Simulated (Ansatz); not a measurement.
# WS2: the cost of one run

Computed with Ansatz 0.2.0 (DFT PBE+D3(BJ), scalar-relativistic, plane waves, PAW, unless a step's input says otherwise).

The COD entry's cell or inner coordinates are ideal or old and differ from later refinements, so a difference from it is no clean test against experiment.

## (1) The structure to begin with

It takes space group P6_3/mmc (No. 194, hexagonal). Conventional cell: a = 3.180 Å, b = 3.180 Å, c = 12.500 Å, α = 90.00°, β = 90.00°, γ = 120.00°. W (site symmetry -6m2) is surrounded by 6 S at 2.41 Å. S (site symmetry 3m) has 3 W at 2.41 Å as nearest neighbours.

Coordinates:

```cif
data_structure
_symmetry_space_group_name_H-M 'P 1'
_symmetry_Int_Tables_number 1
_cell_length_a 3.1800
_cell_length_b 3.1800
_cell_length_c 12.5000
_cell_angle_alpha 90.000
_cell_angle_beta 90.000
_cell_angle_gamma 120.000
_cell_volume 109.47
loop_
_atom_site_label
_atom_site_type_symbol
_atom_site_fract_x
_atom_site_fract_y
_atom_site_fract_z
_atom_site_occupancy
W1 W 0.33333 0.66667 0.25000 1
W2 W 0.66667 0.33333 0.75000 1
S1 S 0.33333 0.66667 0.62500 1
S2 S 0.66667 0.33333 0.12500 1
S3 S 0.33333 0.66667 0.87500 1
S4 S 0.66667 0.33333 0.37500 1
```

The structure rests on an entry of the Crystallography Open Database; cell or positions may have been set otherwise for this series.

## (2) Relaxing cell and atoms: WS2, no spin

File input.yaml:

```yaml
crystal:
  lattice:
    - [3.18, 0.0, 0.0]
    - [-1.59, 2.753960784, 0.0]
    - [0.0, 0.0, 12.5]
  atoms:
    - { symbol: W, position: [0.3333333333, 0.6666666667, 0.25] }
    - { symbol: W, position: [0.6666666667, 0.3333333333, 0.75] }
    - { symbol: S, position: [0.3333333333, 0.6666666667, 0.625] }
    - { symbol: S, position: [0.6666666667, 0.3333333333, 0.125] }
    - { symbol: S, position: [0.3333333333, 0.6666666667, 0.875] }
    - { symbol: S, position: [0.6666666667, 0.3333333333, 0.375] }
scf:
  occupations: { method: fixed }
output:
  forces: true
  stress: true
  eigenvalues: true
  write_density: true
  write_potential: true
  elf: true
  volumetric_format: npy
hamiltonian:
  xc: pbe
  dispersion: d3bj
relax:
  f_tol: 0.001
  max_steps: 60
  cell: { stress_tol: 0.03 }
kpoints:
  mp_grid: { grid: [12, 12, 3] }
```

On the command line:

```bash
$ ansatz run input.yaml --threads 16 --pin off --max-ram 24576MiB --backend cpu --events-out ev --progress --plain --runs-dir out
```

**Question.** How long does this run take on 16 threads of Arm Neoverse N1, shared host, and how much memory does it need?

About 11 s, with a peak of 0.76 GiB.
